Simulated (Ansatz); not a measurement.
# CH4ClGa: the cost of one run

The runs use Ansatz 0.2.0, Gaussian basis; PBE0-D4/def2-TZVP structures, single points in def2-TZVPP, no counterpoise correction.

Levels: SPW92, PBE-D4, BLYP-D4, r2SCAN-D4, B97M-V, PBE0-D4, B3LYP-D4, r2SCAN0-D4, BHLYP-D4, CAM-B3LYP-D4, wB97X-V, wB97M-V, B2PLYP, PBE-QIDH, RPA on PBE, Hartree-Fock, MP2, CCSD, CCSD(T).

Correlated methods freeze the cores. Filled d shells of the heavier atoms are correlated. B3LYP uses VWN-RPA correlation. B2PLYP carries no dispersion term here.

94 further runs of the same task are left out: 94 set aside as unsound or not needed. Runs told in other sessions of the task aren't counted.

## (1) Starting geometry

The complex: 10 atoms, charge 0, spin multiplicity 1.

Atoms are counted from 1 here; the program's logs count them from 0.

Bond lengths: Ga1–O2 2.167 Å, Ga1–C3 1.956 Å, Ga1–Cl4 2.222 Å, Ga1–H6 1.568 Å, O2–H5 0.963 Å, O2–H7 0.970 Å, C3–H8 1.092 Å, C3–H9 1.092 Å, C3–H10 1.091 Å. Angles: O2–Ga1–C3 103.3°, O2–Ga1–Cl4 87.4°, O2–Ga1–H6 97.9°, C3–Ga1–Cl4 113.6°, C3–Ga1–H6 129.9°, Cl4–Ga1–H6 112.3°, Ga1–O2–H5 111.4°, Ga1–O2–H7 97.6°, H5–O2–H7 106.4°, Ga1–C3–H8 111.2°, Ga1–C3–H9 110.1°, Ga1–C3–H10 110.2°, H8–C3–H9 108.1°, H8–C3–H10 109.0°, H9–C3–H10 108.1°.

Coordinates:

```xyz
10

Ga   -0.4715    0.3694    0.4653
O     0.7663    1.1523   -1.1318
C     0.2009   -1.4516    0.7035
Cl   -2.1889    0.5054   -0.9380
H     1.0256    2.0643   -0.9611
H    -0.3903    1.6048    1.4268
H     0.0819    1.1868   -1.8183
H     1.2065   -1.4490    1.1288
H    -0.4528   -2.0082    1.3789
H     0.2221   -1.9743   -0.2541
```

Its parts: CH4ClGa holds atoms 1, 3, 4, 6, 8, 9, 10; H2O holds atoms 2, 5, 7. Each part counts its atoms afresh in its own runs.

## (2) Relaxing CH4ClGa alone

relax-a/in.yaml

```yaml
crystal:
  periodic: [false, false, false]
  atoms:
    - {symbol: Ga, position_ang: [-0.471474, 0.369356, 0.465344]}
    - {symbol: C, position_ang: [0.200931, -1.451592, 0.703484]}
    - {symbol: Cl, position_ang: [-2.188935, 0.505368, -0.938010]}
    - {symbol: H, position_ang: [-0.390265, 1.604844, 1.426819]}
    - {symbol: H, position_ang: [1.206512, -1.449022, 1.128844]}
    - {symbol: H, position_ang: [-0.452813, -2.008189, 1.378873]}
    - {symbol: H, position_ang: [0.222140, -1.974268, -0.254060]}
basis:
  gaussian: {orbitals: def2-TZVP}
hamiltonian: {xc: pbe0, dispersion: d4}
relax: {f_tol: 0.005, max_steps: 200}
```

Started as:

```bash
$ ansatz run in.yaml --threads 8 --pin off --events-out ev --progress --plain --max-ram 19148MiB
```

**Question.** How long does this run take on 8 threads of Intel Xeon 6975P-C, shared host?

About 12 s.
